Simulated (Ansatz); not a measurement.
# Sn: the cost of one run

Computed with Ansatz 0.2.0 (DFT r2SCAN, scalar-relativistic, plane waves, PAW, unless a step's input says otherwise).

2 further runs of the same task are left out: 2 set aside as unsound or not needed. Runs told in other sessions of the task aren't counted.

**1. The system as given**

Symmetry: Im-3m, No. 229, cubic system. The conventional cell has a = 3.783 Å, b = 3.783 Å, c = 3.783 Å, α = 90.00°, β = 90.00°, γ = 90.00°. Sn (site symmetry m-3m) has 8 Sn at 3.28 Å in its first shell of neighbours.

Structure file:

```cif
data_structure
_symmetry_space_group_name_H-M 'P 1'
_symmetry_Int_Tables_number 1
_cell_length_a 3.2758
_cell_length_b 3.2758
_cell_length_c 3.2758
_cell_angle_alpha 109.471
_cell_angle_beta 109.471
_cell_angle_gamma 109.471
_cell_volume 27.06
loop_
_atom_site_label
_atom_site_type_symbol
_atom_site_fract_x
_atom_site_fract_y
_atom_site_fract_z
_atom_site_occupancy
Sn1 Sn 0.00000 0.00000 0.00000 1
```

It goes back to an entry of the Materials Project, which need not be the stable form.

This cell was relaxed beforehand with the same method: volume 27.06 Å³/atom, gap on the mesh none (metal).

**2. The reference cell**

Reference values: F = -6038.3966 eV; pressure -0.31 GPa; largest force 0.000 eV/Å; gap on the mesh none (metal). It was computed beforehand with the settings of the runs below.

**3. Setting up biaxial against axial strain**

The cell is strained by p along both x and y and by q along z, with fractional coordinates fixed.

**4. Point p = -0.050, q = -0.050**

input.yaml reads:

```yaml
crystal:
  lattice:
    - [-1.7967215098, 1.7967215098, 1.7967215098]
    - [1.7967215098, -1.7967215098, 1.7967215098]
    - [1.7967215098, 1.7967215098, -1.7967215098]
  atoms:
    - { symbol: Sn, position: [0.0, 0.0, 0.0] }
basis:
  ecutwfc: 500
kpoints:
  mp_grid: { grid: [22, 22, 22] }
hamiltonian:
  xc: r2scan
scf:
  occupations: { method: gaussian, width: 0.15 }
output:
  forces: true
  stress: true
  eigenvalues: true
```

Started as:

```bash
ansatz run input.yaml --threads 2 --pin off --max-ram 5120MiB --backend cpu --events-out ev --progress --plain --runs-dir out
```

Q: Estimate wall time and peak memory on 2 threads of Intel Xeon Platinum 8375C at 2.90GHz (Ice Lake), shared host.

About 5.3 s, with a peak of 0.48 GiB.
